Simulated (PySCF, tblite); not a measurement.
# C3H8BClN2: geometry, infrared bands and NMR shifts

Aim: predict the infrared bands and NMR shifts of C3H8BClN2 (`C#[N+][B@@H-](Cl)N(C)C`).

Programs: tblite 0.8.0 and PySCF 2.14.0, with density-fitted response routines of our own. Each step states its level of theory. These are calculated values for one molecule in the gas phase, unless marked as measured. Atoms count from 0, in the outputs and in this text.

### Step 1. Starting geometry

15 atoms, charge 0, multiplicity 1; geometry from: force field or distance geometry start.

Bonds of the start (Å): C0–N1 1.18, N1–B2 1.47, B2–Cl3 1.85, B2–N4 1.51, N4–C5 1.47, N4–C6 1.45, C0–H7 1.05, B2–H8 1.20, C5–H9 1.10, C5–H10 1.11, C5–H11 1.11, C6–H12 1.09, C6–H13 1.13, C6–H14 1.14.

### Step 2. Geometry optimisation with GFN2-xTB

Job settings and geometry (Å):

```
{"job": {"kind": "relax", "xc": "GFN2-xTB", "basis": "xTB"}, "charge": 0, "multiplicity": 1}
C      2.666100     0.070600     0.926200
N      1.815800    -0.098400     0.120300
B      0.767800    -0.351300    -0.873800
Cl     1.417300    -1.618200    -2.060000
N     -0.501200    -0.803000    -0.182200
C     -1.662600    -0.218400    -0.875600
C     -0.612200    -0.372600     1.194200
H      3.416800     0.247600     1.643000
H      0.627600     0.639300    -1.531700
H     -1.884700    -0.761500    -1.801900
H     -2.502000    -0.318400    -0.151400
H     -1.430100     0.849500    -1.048100
H      0.340500    -0.270300     1.720200
H     -1.286100    -1.105600     1.723500
H     -1.177400     0.613100     1.175200
```

Command:

```bash
OMP_NUM_THREADS=1 python probes_run.py task.json out
```

The driver reads the jobs from task.json and runs them one after another.

**Question.** This job is followed by: GFN2-xTB harmonic vibrations, gas phase; GIAO PBE0/pcSseg-1 NMR shielding, non-relativistic, gas phase. What will the session give for the following? strongest single infrared mode (GFN2-xTB); zero-point energy (GFN2-xTB); ¹³C shifts against TMS (PBE0/pcSseg-1); ¹H shifts against TMS (PBE0/pcSseg-1); ¹⁵N shifts against NH3 (PBE0/pcSseg-1); ¹¹B shifts against BF3·OEt2 (PBE0/pcSseg-1); ³⁵Cl shifts against HCl (PBE0/pcSseg-1); surface potential, 1st and 99th percentile.

The runs gave:

| quantity | value |
| --- | --- |
| strongest single infrared mode (GFN2-xTB) | 1137 cm⁻¹, 125 km/mol |
| zero-point energy (GFN2-xTB) | 70.3 kcal/mol |
| ¹³C shifts against TMS (PBE0/pcSseg-1) | 114.7, 44.6, 40.1 ppm |
| ¹H shifts against TMS (PBE0/pcSseg-1) | 4.98, 4.13, 3.45, 3.05, 2.94, 2.80, 2.62, 2.39 ppm |
| ¹⁵N shifts against NH3 (PBE0/pcSseg-1) | 305.1, 135.0 ppm |
| ¹¹B shifts against BF3·OEt2 (PBE0/pcSseg-1) | 30.9 ppm |
| ³⁵Cl shifts against HCl (PBE0/pcSseg-1) | 110 ppm |
| surface potential, 1st and 99th percentile | -1.37 V and 1.95 V |

**Reading.** Over 191 steps the energy fell by 1.384 eV; of the close pairs, N1–B2 changed most, 1.466 to 3.635 Å. All 39 modes are real, so the xTB geometry is a minimum. GFN2-xTB is a fitted tight-binding method: band positions and strengths are rough. Its intensities can rank the bands wrongly. The structure rearranged or came apart on optimisation; the results belong to the end geometry, not to the formula as drawn. Shifts at one fixed geometry are not the observed spectrum, which averages over the motion. At PBE0/pcSseg-1: The largest span, 551 ppm, is at N1, where the paramagnetic term is -372 ppm.
